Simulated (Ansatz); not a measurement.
**C₂H₄FGaSi: small, medium and large basis sets**

The task here is to estimate one member of a computed series from the others.

Method: one geometry, several basis sets; program: Ansatz 0.2.0, Gaussian basis.

Levels to be run: PBE0-D4/def2-SVP; ωB97M-V/def2-SVP; PBE0-D4/def2-QZVPP; ωB97M-V/def2-QZVPP; the functionals' def2-TZVPP values are taken from earlier runs.

### Structure used throughout

The geometry comes from an earlier relaxation with PBE0-D4 in a triple-zeta def2 set; it is a stationary point, not always the lowest conformer.

9 atoms, charge 0, spin multiplicity 1.

Atoms are counted from 1 here; the program's logs count them from 0.

Bond lengths: F1–C2 1.320 Å, C2–C3 1.312 Å, C2–Si4 1.817 Å, C3–Si4 1.856 Å, C3–H6 1.081 Å, Si4–Ga5 2.408 Å, Si4–H7 1.493 Å, Ga5–H8 1.571 Å, Ga5–H9 1.572 Å. Angles: F1–C2–C3 136.5°, F1–C2–Si4 152.9°, C3–C2–Si4 70.7°, C2–C3–Si4 67.5°, C2–C3–H6 140.4°, Si4–C3–H6 152.1°, C2–Si4–C3 41.9°, C2–Si4–Ga5 120.0°, C2–Si4–H7 117.6°, C3–Si4–Ga5 120.9°, C3–Si4–H7 117.5°, Ga5–Si4–H7 117.4°, Si4–Ga5–H8 118.3°, Si4–Ga5–H9 122.1°, H8–Ga5–H9 119.7°.

Set-up of the first run:

File in.yaml:

```yaml
crystal:
  periodic: [false, false, false]
  atoms:
    - {symbol: F, position_ang: [0.269735, -2.527705, 1.267333]}
    - {symbol: C, position_ang: [0.538002, -1.308790, 0.836180]}
    - {symbol: C, position_ang: [1.534478, -0.714643, 0.222499]}
    - {symbol: Si, position_ang: [0.135339, 0.446816, 0.595164]}
    - {symbol: Ga, position_ang: [-1.422029, 1.099871, -1.121260]}
    - {symbol: H, position_ang: [2.515077, -0.932289, -0.176362]}
    - {symbol: H, position_ang: [0.290719, 1.359390, 1.766776]}
    - {symbol: H, position_ang: [-1.432123, 0.286714, -2.465010]}
    - {symbol: H, position_ang: [-2.429199, 2.290635, -0.925300]}
basis:
  gaussian: {orbitals: def2-SVP}
hamiltonian: {xc: pbe0, dispersion: d4}
output: {orbitals: {seedname: orbitals}}
```

On the command line:

```
$ ansatz run in.yaml --threads 4 --pin off --events-out ev --progress --plain --max-ram 10444MiB
```

Among the steps run: PBE0-D4 in def2-SVP; ωB97M-V in def2-SVP; PBE0-D4 in def2-QZVPP; ωB97M-V in def2-QZVPP.

One of the session's tables, all rows but one given; the rest of the session is left out.

It belongs to the step «Density functionals: the series». 

```
functional       basis  HOMO (eV)  LUMO (eV)
   PBE0-D4    def2-SVP      -7.15      -2.41
   PBE0-D4  def2-TZVPP      -7.19      -2.46
   PBE0-D4  def2-QZVPP      -7.20      -2.48
   ωB97M-V    def2-SVP      -9.14      -0.65
   ωB97M-V  def2-TZVPP      -9.21      -0.73
   ωB97M-V  def2-QZVPP          ?          ?
```

Estimate the missing values for ωB97M-V, def2-QZVPP.

As computed: HOMO (eV): -9.22; LUMO (eV): -0.82. In the column «HOMO (eV)» it is the lowest.
